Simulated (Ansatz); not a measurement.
**GaNH₂ (triplet): B2PLYP, RPA-PBE over vertical spin and charge gaps, cc-pVTZ**

How well do these functionals follow the top wave-function level for GaNH₂ (triplet) over vertical spin and charge gaps?

Computed with Ansatz 0.2.0, Gaussian basis. Level: cc-pVTZ, all electrons in the functionals, frozen cores in the correlation of double hybrids and RPA.

Plan: B2PLYP, RPA-PBE, at charge 0, triplet; charge 0, singlet; charge 0, quintet; charge 1, doublet; charge 1, quartet.

12 further runs of the same task are left out: 8 for a known fault of the program, 4 set aside as unsound or not needed.

## Step 1: What is computed

The geometry is a PBE0/def2-TZVP stationary point (not a proven minimum). No spin-orbit coupling is included. The filled d shell of Ga may be among the frozen orbitals whatever the setting's name suggests; the logs give the count.

4 atoms, charge 0, spin multiplicity 3.

Atoms are counted from 1 here; the program's logs count them from 0.

Bond lengths: N1–Ga2 1.923 Å, Ga2–H3 1.565 Å, Ga2–H4 1.565 Å. Angles: N1–Ga2–H3 117.6°, N1–Ga2–H4 117.6°, H3–Ga2–H4 124.7°.

No dispersion term is added.

The geometry shown and the zero of energy belong to the point charge 0, triplet. The yardstick, UCCSDT(Q), and other wave-function levels (R restricted, U unrestricted, valence and pair active spaces) come from earlier runs.

## Step 2: B2PLYP, charge 0, triplet

The input, in.yaml:

```yaml
crystal:
  periodic: [false, false, false]
  atoms:
    - {symbol: N, position_ang: [0.000000, 0.000000, 1.625834]}
    - {symbol: Ga, position_ang: [0.000000, 0.000000, -0.297041]}
    - {symbol: H, position_ang: [0.000000, 1.386306, -1.022870]}
    - {symbol: H, position_ang: [0.000000, -1.386306, -1.022870]}
basis:
  gaussian: {orbitals: cc-pVTZ}
magnetization: {spin_polarized: true, initial_magnetization: 2}
hamiltonian: {xc: {name: B2PLYP}}
correlation: {electrons: outside_noble_gas}
```

Command:

```sh
ansatz run in.yaml --threads 2 --pin off --events-out ev --progress --plain --max-ram 24576MiB --backend cuda --devices 0, --max-vram 18GiB
```

Standard output:

```text
Functional definition: B2PLYP
  name "B2PLYP"
  cite "Grimme, J. Chem. Phys. 124, 034108 (2006) doi:10.1063/1.2148954"
  cite "Becke, Phys. Rev. A 38, 3098 (1988) doi:10.1103/PhysRevA.38.3098"
  cite "Lee, Yang & Parr, Phys. Rev. B 37, 785 (1988) doi:10.1103/PhysRevB.37.785"
  parameter a = 0.53
  parameter c = 0.27
  exchange = (1 - a)*b88_x + a*exact_x
  correlation = (1 - c)*lyp_c + c*(mp2_os + mp2_ss)
611 factors; integrals over basis functions are off by at most 1.2e-3 eV
mean field evaluation 1: about -53882.3775 eV, gradient 1.7e1 eV
mean field evaluation 2: about -53882.3938 eV, gradient 1.7e1 eV
mean field evaluation 4: about -53883.8019 eV, gradient 1.5e0 eV
mean field evaluation 8: about -53883.8274 eV, gradient 5.8e-2 eV
mean field evaluation 16: about -53883.8274 eV, gradient 1.6e-4 eV
mean field -53883.82743434 eV, -1980.1941344421 hartree, gradient 7.9e-6 eV, S^2 2.009397; 2 other end points of the search recorded, 0 dependent functions left out
15 core orbitals not correlated: weight in the atoms' cores, before any rotation towards them, 0.926 or more for the frozen orbitals, at most 0.096 for the correlated occupied ones
reference -53883.82757591 eV, -1980.1941396447 hartree; 6, 4 occupied and 80, 82 virtual orbitals, 611 factors
second order -6.91503084 eV of doubles, -0.00000000 eV of singles
Total energy: -53885.69463424 eV, -1980.2627527727 hartree
```

It took 6.5 s on 1 × H100 (card shared with other runs) with 2 threads of AMD EPYC 7R13, shared host; peak host memory 0.75 GiB.

From the report: ⟨S²⟩ of the determinant 2.009 (pure triplet: 2.00).

## Step 3: B2PLYP, charge 0, singlet

Edit in.yaml of step 2 so:

```diff
@@ -9,3 +9,3 @@
   gaussian: {orbitals: cc-pVTZ}
-magnetization: {spin_polarized: true, initial_magnetization: 2}
+magnetization: {spin_polarized: true, initial_magnetization: 0}
 hamiltonian: {xc: {name: B2PLYP}}
```

Command:

```sh
ansatz run in.yaml --threads 1 --pin off --events-out ev --progress --plain --max-ram 4096MiB --backend cpu
```

Standard output (excerpt; [...] marks lines left out):

```text
Functional definition: B2PLYP
  name "B2PLYP"
  cite "Grimme, J. Chem. Phys. 124, 034108 (2006) doi:10.1063/1.2148954"
  cite "Becke, Phys. Rev. A 38, 3098 (1988) doi:10.1103/PhysRevA.38.3098"
  cite "Lee, Yang & Parr, Phys. Rev. B 37, 785 (1988) doi:10.1103/PhysRevB.37.785"
[...]
611 factors; integrals over basis functions are off by at most 1.2e-3 eV
[...]
mean field -53883.29025147 eV, -1980.1743933356 hartree, gradient 2.2e-6 eV, S^2 0.991574; 8 other end points of the search recorded, 0 dependent functions left out
15 core orbitals not correlated: weight in the atoms' cores, before any rotation towards them, 0.981 or more for the frozen orbitals, at most 0.031 for the correlated occupied ones
reference -53883.29039273 eV, -1980.1743985267 hartree; 5, 5 occupied and 81, 81 virtual orbitals, 611 factors
second order -6.98038828 eV of doubles, -0.00000000 eV of singles
Total energy: -53885.17509756 eV, -1980.2436601519 hartree
```

It took 16 s on 1 thread of AMD EPYC 7R13, shared host; peak memory 0.25 GiB.

From the report: ⟨S²⟩ of the determinant 0.992 (pure singlet: 0.00). The determinant is far from a pure spin state, so its energy mixes those of several spin states (harmless only where they are near-degenerate, as at dissociation).

From charge 0, triplet: +12.0 kcal/mol.

## Step 4: B2PLYP, charge 0, quintet

Edit in.yaml of step 3 so:

```diff
@@ -9,3 +9,3 @@
   gaussian: {orbitals: cc-pVTZ}
-magnetization: {spin_polarized: true, initial_magnetization: 0}
+magnetization: {spin_polarized: true, initial_magnetization: 4}
 hamiltonian: {xc: {name: B2PLYP}}
```

Command:

```sh
ansatz run in.yaml --threads 2 --pin off --events-out ev --progress --plain --max-ram 24576MiB --backend cuda --devices 0, --max-vram 18GiB
```

Standard output (excerpt; [...] marks lines left out):

```text
Functional definition: B2PLYP
  name "B2PLYP"
  cite "Grimme, J. Chem. Phys. 124, 034108 (2006) doi:10.1063/1.2148954"
  cite "Becke, Phys. Rev. A 38, 3098 (1988) doi:10.1103/PhysRevA.38.3098"
  cite "Lee, Yang & Parr, Phys. Rev. B 37, 785 (1988) doi:10.1103/PhysRevB.37.785"
[...]
611 factors; integrals over basis functions are off by at most 1.2e-3 eV
[...]
mean field -53879.60771332 eV, -1980.0390625545 hartree, gradient 5.5e-6 eV, S^2 6.010593; 4 other end points of the search recorded, 0 dependent functions left out
15 core orbitals not correlated, not the lowest: weight in the atoms' cores, before any rotation towards them, 0.839 or more for the frozen orbitals, at most 0.163 for the correlated occupied ones
reference -53879.60785413 eV, -1980.0390677295 hartree; 7, 3 occupied and 79, 83 virtual orbitals, 611 factors
second order -6.10156510 eV of doubles, -0.00000000 eV of singles
Total energy: -53881.25527671 eV, -1980.0996093925 hartree
```

Run time: 7.5 s. Hardware: 1 × H100 (card shared with other runs) with 2 threads of AMD EPYC 7R13, shared host; peak host memory 0.74 GiB.

From the report: ⟨S²⟩ of the determinant 6.011 (pure quintet: 6.00).

From charge 0, triplet: +102.4 kcal/mol.

## Step 5: B2PLYP, charge 1, doublet

Edit in.yaml of step 4 so:

```diff
@@ -9,3 +9,4 @@
   gaussian: {orbitals: cc-pVTZ}
-magnetization: {spin_polarized: true, initial_magnetization: 4}
+total_charge: 1
+magnetization: {spin_polarized: true, initial_magnetization: 1}
 hamiltonian: {xc: {name: B2PLYP}}
```

Launched as before.

Standard output (excerpt; [...] marks lines left out):

```text
Functional definition: B2PLYP
  name "B2PLYP"
  cite "Grimme, J. Chem. Phys. 124, 034108 (2006) doi:10.1063/1.2148954"
  cite "Becke, Phys. Rev. A 38, 3098 (1988) doi:10.1103/PhysRevA.38.3098"
  cite "Lee, Yang & Parr, Phys. Rev. B 37, 785 (1988) doi:10.1103/PhysRevB.37.785"
[...]
611 factors; integrals over basis functions are off by at most 1.2e-3 eV
[...]
mean field -53873.38029523 eV, -1979.8102091609 hartree, gradient 2.0e-6 eV, S^2 1.637394; 13 other end points of the search recorded, 0 dependent functions left out
15 core orbitals not correlated: weight in the atoms' cores, before any rotation towards them, 0.810 or more for the frozen orbitals, at most 0.202 for the correlated occupied ones
reference -53873.38042565 eV, -1979.8102139540 hartree; 5, 4 occupied and 81, 82 virtual orbitals, 611 factors
second order -5.76690430 eV of doubles, -0.00000000 eV of singles
Total energy: -53874.93748981 eV, -1979.8674350065 hartree
```

It took 21 s on 1 × H100 (card shared with other runs) with 2 threads of AMD EPYC 7R13, shared host; peak host memory 0.75 GiB.

From the report: ⟨S²⟩ of the determinant 1.637 (pure doublet: 0.75). The determinant is far from a pure spin state, so its energy mixes those of several spin states (harmless only where they are near-degenerate, as at dissociation).

From charge 0, triplet: +248.1 kcal/mol.

## Step 6: B2PLYP, charge 1, quartet

Edit in.yaml of step 5 so:

```diff
@@ -10,3 +10,3 @@
 total_charge: 1
-magnetization: {spin_polarized: true, initial_magnetization: 1}
+magnetization: {spin_polarized: true, initial_magnetization: 3}
 hamiltonian: {xc: {name: B2PLYP}}
```

The command is unchanged.

Standard output (excerpt; [...] marks lines left out):

```text
Functional definition: B2PLYP
  name "B2PLYP"
  cite "Grimme, J. Chem. Phys. 124, 034108 (2006) doi:10.1063/1.2148954"
  cite "Becke, Phys. Rev. A 38, 3098 (1988) doi:10.1103/PhysRevA.38.3098"
  cite "Lee, Yang & Parr, Phys. Rev. B 37, 785 (1988) doi:10.1103/PhysRevB.37.785"
[...]
611 factors; integrals over basis functions are off by at most 1.2e-3 eV
[...]
mean field -53874.25604224 eV, -1979.8423922700 hartree, gradient 5.1e-6 eV, S^2 3.762453; 1 other end points of the search recorded, 0 dependent functions left out
15 core orbitals not correlated, not the lowest: weight in the atoms' cores, before any rotation towards them, 0.627 or more for the frozen orbitals, at most 0.392 for the correlated occupied ones
reference -53874.25617510 eV, -1979.8423971524 hartree; 6, 3 occupied and 80, 83 virtual orbitals, 611 factors
second order -5.48069743 eV of doubles, -0.00000000 eV of singles
Total energy: -53875.73596340 eV, -1979.8967783697 hartree
```

It took 9 s on 1 × H100 (card shared with other runs) with 2 threads of AMD EPYC 7R13, shared host; peak host memory 0.74 GiB.

From the report: ⟨S²⟩ of the determinant 3.762 (pure quartet: 3.75).

From charge 0, triplet: +229.7 kcal/mol.

## Step 7: RPA-PBE, charge 0, triplet

Edit in.yaml of step 6 so:

```diff
@@ -9,5 +9,4 @@
   gaussian: {orbitals: cc-pVTZ}
-total_charge: 1
-magnetization: {spin_polarized: true, initial_magnetization: 3}
-hamiltonian: {xc: {name: B2PLYP}}
-correlation: {electrons: outside_noble_gas}
+magnetization: {spin_polarized: true, initial_magnetization: 2}
+hamiltonian: {xc: {name: PBE}}
+correlation: {method: rpa, electrons: outside_noble_gas}
```

Launched as before.

Standard output (excerpt; [...] marks lines left out):

```text
Functional definition: PBE
  name "PBE"
  cite "Perdew, Burke & Ernzerhof, Phys. Rev. Lett. 77, 3865 (1996) doi:10.1103/PhysRevLett.77.3865"
  parent pbe
[...]
611 factors; integrals over basis functions are off by at most 1.2e-3 eV
[...]
mean field -53888.19793656 eV, -1980.3547474361 hartree, gradient 1.1e-6 eV, S^2 2.005275; 5 other end points of the search recorded, 0 dependent functions left out
15 core orbitals not correlated: weight in the atoms' cores, before any rotation towards them, 0.834 or more for the frozen orbitals, at most 0.194 for the correlated occupied ones
reference -53845.73756291 eV, -1978.7943574850 hartree; 6, 4 occupied and 80, 82 virtual orbitals, 611 factors
Total energy: -53857.15017157 eV, -1979.2137631178 hartree
```

Wall time 8 s (1 × H100 (card shared with other runs) with 2 threads of AMD EPYC 7R13, shared host); peak host memory 0.82 GiB.

From the report: ⟨S²⟩ of the determinant 2.005 (pure triplet: 2.00).

## Step 8: RPA-PBE, charge 0, singlet

Edit in.yaml of step 7 so:

```diff
@@ -9,3 +9,3 @@
   gaussian: {orbitals: cc-pVTZ}
-magnetization: {spin_polarized: true, initial_magnetization: 2}
+magnetization: {spin_polarized: true, initial_magnetization: 0}
 hamiltonian: {xc: {name: PBE}}
```

Command:

```sh
ansatz run in.yaml --threads 1 --pin off --events-out ev --progress --plain --max-ram 4096MiB --backend cpu
```

Standard output (excerpt; [...] marks lines left out):

```text
Functional definition: PBE
  name "PBE"
  cite "Perdew, Burke & Ernzerhof, Phys. Rev. Lett. 77, 3865 (1996) doi:10.1103/PhysRevLett.77.3865"
  parent pbe
[...]
611 factors; integrals over basis functions are off by at most 1.2e-3 eV
[...]
mean field -53887.77564554 eV, -1980.3392285275 hartree, gradient 5.3e-6 eV, S^2 0.962716; 12 other end points of the search recorded, 0 dependent functions left out
15 core orbitals not correlated: weight in the atoms' cores, before any rotation towards them, 0.939 or more for the frozen orbitals, at most 0.084 for the correlated occupied ones
reference -53844.81248683 eV, -1978.7603615664 hartree; 5, 5 occupied and 81, 81 virtual orbitals, 611 factors
Total energy: -53856.62941491 eV, -1979.1946256633 hartree
```

Run time: 19 s. Hardware: 1 thread of AMD EPYC 7R13, shared host; peak memory 0.25 GiB.

From the report: ⟨S²⟩ of the determinant 0.963 (pure singlet: 0.00). The determinant is far from a pure spin state, so its energy mixes those of several spin states (harmless only where they are near-degenerate, as at dissociation).

From charge 0, triplet: +12.0 kcal/mol.

## Step 9: RPA-PBE, charge 0, quintet

Edit in.yaml of step 8 so:

```diff
@@ -9,3 +9,3 @@
   gaussian: {orbitals: cc-pVTZ}
-magnetization: {spin_polarized: true, initial_magnetization: 0}
+magnetization: {spin_polarized: true, initial_magnetization: 4}
 hamiltonian: {xc: {name: PBE}}
```

Command:

```sh
ansatz run in.yaml --threads 2 --pin off --events-out ev --progress --plain --max-ram 24576MiB --backend cuda --devices 0, --max-vram 18GiB
```

Standard output (excerpt; [...] marks lines left out):

```text
Functional definition: PBE
  name "PBE"
  cite "Perdew, Burke & Ernzerhof, Phys. Rev. Lett. 77, 3865 (1996) doi:10.1103/PhysRevLett.77.3865"
  parent pbe
[...]
611 factors; integrals over basis functions are off by at most 1.2e-3 eV
[...]
mean field -53884.04089981 eV, -1980.2019791531 hartree, gradient 1.9e-6 eV, S^2 6.005841; 13 other end points of the search recorded, 0 dependent functions left out
15 core orbitals not correlated, not the lowest: weight in the atoms' cores, before any rotation towards them, 0.753 or more for the frozen orbitals, at most 0.239 for the correlated occupied ones
reference -53841.55922220 eV, -1978.6408062964 hartree; 7, 3 occupied and 79, 83 virtual orbitals, 611 factors
Total energy: -53852.86374935 eV, -1979.0562400066 hartree
```

Run time: 7 s. Hardware: 1 × H100 (card shared with other runs) with 2 threads of AMD EPYC 7R13, shared host; peak host memory 0.82 GiB.

From the report: ⟨S²⟩ of the determinant 6.006 (pure quintet: 6.00).

From charge 0, triplet: +98.8 kcal/mol.

## Step 10: RPA-PBE, charge 1, doublet

Edit in.yaml of step 9 so:

```diff
@@ -9,3 +9,4 @@
   gaussian: {orbitals: cc-pVTZ}
-magnetization: {spin_polarized: true, initial_magnetization: 4}
+total_charge: 1
+magnetization: {spin_polarized: true, initial_magnetization: 1}
 hamiltonian: {xc: {name: PBE}}
```

Launched as before.

Standard output (excerpt; [...] marks lines left out):

```text
Functional definition: PBE
  name "PBE"
  cite "Perdew, Burke & Ernzerhof, Phys. Rev. Lett. 77, 3865 (1996) doi:10.1103/PhysRevLett.77.3865"
  parent pbe
[...]
611 factors; integrals over basis functions are off by at most 1.2e-3 eV
[...]
mean field -53877.84374352 eV, -1979.9742378604 hartree, gradient 1.3e-6 eV, S^2 1.405878; 9 other end points of the search recorded, 0 dependent functions left out
15 core orbitals not correlated: weight in the atoms' cores, before any rotation towards them, 0.773 or more for the frozen orbitals, at most 0.236 for the correlated occupied ones
reference -53834.87509906 eV, -1978.3951693014 hartree; 5, 4 occupied and 81, 82 virtual orbitals, 611 factors
Total energy: -53846.47304893 eV, -1978.8213860978 hartree
```

Wall time 18 s (1 × H100 (card shared with other runs) with 2 threads of AMD EPYC 7R13, shared host); peak host memory 0.83 GiB.

From the report: ⟨S²⟩ of the determinant 1.406 (pure doublet: 0.75). The determinant is far from a pure spin state, so its energy mixes those of several spin states (harmless only where they are near-degenerate, as at dissociation).

From charge 0, triplet: +246.2 kcal/mol.

## Step 11: RPA-PBE, charge 1, quartet

Edit in.yaml of step 10 so:

```diff
@@ -10,3 +10,3 @@
 total_charge: 1
-magnetization: {spin_polarized: true, initial_magnetization: 1}
+magnetization: {spin_polarized: true, initial_magnetization: 3}
 hamiltonian: {xc: {name: PBE}}
```

Same command.

Standard output (excerpt; [...] marks lines left out):

```text
Functional definition: PBE
  name "PBE"
  cite "Perdew, Burke & Ernzerhof, Phys. Rev. Lett. 77, 3865 (1996) doi:10.1103/PhysRevLett.77.3865"
  parent pbe
[...]
611 factors; integrals over basis functions are off by at most 1.2e-3 eV
[...]
mean field -53878.21360182 eV, -1979.9878299022 hartree, gradient 3.4e-6 eV, S^2 3.756370; 8 other end points of the search recorded, 0 dependent functions left out
15 core orbitals not correlated, not the lowest: weight in the atoms' cores, before any rotation towards them, 0.537 or more for the frozen orbitals, at most 0.474 for the correlated occupied ones
reference -53836.79171570 eV, -1978.4656036638 hartree; 6, 3 occupied and 80, 83 virtual orbitals, 611 factors
Total energy: -53847.01888454 eV, -1978.8414451867 hartree
```

Run time: 15 s. Hardware: 1 × H100 (card shared with other runs) with 2 threads of AMD EPYC 7R13, shared host; peak host memory 0.82 GiB.

From the report: ⟨S²⟩ of the determinant 3.756 (pure quartet: 3.75).

From charge 0, triplet: +233.6 kcal/mol.

## Step 12: The comparison

The yardstick is UCCSDT(Q), where the cluster series has nearly closed. It comes from earlier runs at the same points. Energies in kcal/mol, counted from charge 0, triplet; blanks weren't run or aren't comparable.

| level | triplet to singlet | triplet to quintet | ionisation to the doublet cation | ionisation to the quartet cation |
| --- | --- | --- | --- | --- |
| UCCSDT(Q) |  | 98.7 |  | 225.4 |
| B2PLYP | 12.0 | 102.4 | 248.1 | 229.7 |
| RPA-PBE | 12.0 | 98.8 | 246.2 | 233.6 |

Largest miss and mean time a point (UCCSDT(Q) took 35 s a point; shared hosts):

| level | largest miss (kcal/mol) | where | time a point |
| --- | --- | --- | --- |
| B2PLYP | +4.2 | ionisation to the quartet cation | 12 s |
| RPA-PBE | +8.2 | ionisation to the quartet cation | 13 s |

## Step 13: Results

```
                                   quantity                                             value
              triplet to quintet, UCCSDT(Q)                                     98.7 kcal/mol
ionisation to the quartet cation, UCCSDT(Q)                                    225.4 kcal/mol
                       largest miss, B2PLYP  +4.2 kcal/mol (ionisation to the quartet cation)
                      largest miss, RPA-PBE  +8.2 kcal/mol (ionisation to the quartet cation)
```

What this shows: Misses are known at 2 of 4 points at best, and only functionals with that many are ranked. Of the functionals, B2PLYP keep the smallest largest miss at the points compared (at most 4.2 kcal/mol) and RPA-PBE strays most (8.2 kcal/mol, at ionisation to the quartet cation). B2PLYP, RPA-PBE clearly break the spin symmetry at some points (⟨S²⟩ up to 0.99 above the pure value), so energy there is bought with a mixed spin. Functionals and the yardstick converge differently with the basis, so part of each miss in cc-pVTZ is the basis. The program flags that the yardstick's amplitudes may have other solutions at some points.
